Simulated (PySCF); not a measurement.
# A diatomic session: CaSi+

The task here is to estimate one member of a computed series from the others.

The runs use PySCF 2.14.0; Ca pcseg-1, Si pcseg-1, no relativity.

The first run:

Settings of the job:

| Property | Result |
| --- | --- |
| atoms | Ca, Si |
| charge | 1 |
| basis | Ca pcseg-1, Si pcseg-1 |
| Hamiltonian | no relativity |
| basis functions | 42 |
| electrons treated | 33 |
| masses in u | 39.9626, 27.9769 |
| levels | PBE0, PBE, r²SCAN, TPSSh, MN15, BLYP, HF, MP2, SCS-MP2, CCSD, CCSD(T) |
| grid | 80 radial by 434 angular points |
| occupations | held fixed by the projection of orbital angular momentum |
| dissociation limit | Ca+ + Si, each in its ground configuration |
| starting distance in angstrom | 2.805 |
| values of 2S to try | 1, 3 |

Started as:

```bash
$ OMP_NUM_THREADS=1 python dia.py task.json out
```

Steps of the session up to this table: The job; The PBE0 curve of the state that the search chose; Excited determinants; PBE; r²SCAN; TPSSh; MN15 (hybrid meta-GGA); BLYP (GGA); UHF (mean field); Adding correlation.

One table of the session follows, with a row left open; its other results are not shown here.

It belongs to the step «The curves together». Energy (eV) from each level's lowest point:

| R (Å) | UHF | UHF-MP2 | UHF-SCS-MP2 | UHF-CCSD | UHF-CCSD(T) |
| --- | --- | --- | --- | --- | --- |
| 2.294 | 0.990 | 0.907 | 0.914 | n/a | n/a |
| 2.400 | 0.509 | 0.463 | 0.466 | 0.483 | 0.486 |
| 2.507 | 0.213 | 0.191 | 0.192 | 0.205 | 0.208 |
| 2.587 | 0.084 | 0.073 | 0.074 | 0.083 | 0.085 |
| 2.667 | ? | ? | ? | ? | ? |
| 2.747 | 0.000 | 0.000 | 0.000 | 0.000 | 0.000 |
| 2.854 | 0.033 | 0.037 | 0.036 | 0.030 | 0.028 |
| 2.987 | 0.134 | 0.142 | 0.140 | 0.125 | 0.122 |
| 3.147 | 0.294 | 0.318 | 0.308 | 0.284 | 0.283 |
| 3.360 | 0.486 | 0.565 | 0.525 | n/a | n/a |

**Question.** Estimate the row for R (Å) = 2.667.

Worked estimate for «UHF». A straight line through the neighbours (2.587, 0.084) and (2.747, 0.000) gives 0.084 + (0.000 − 0.084) × (2.667 − 2.587) / (2.747 − 2.587) = 0.042; a parabola fitted to 4 rows on both sides gives 0.019.

The run gave: UHF: 0.018; UHF-MP2: 0.013; UHF-SCS-MP2: 0.014; UHF-CCSD: 0.018; UHF-CCSD(T): 0.020. In «UHF» the line misses by +0.024 and the parabola by +0.001.
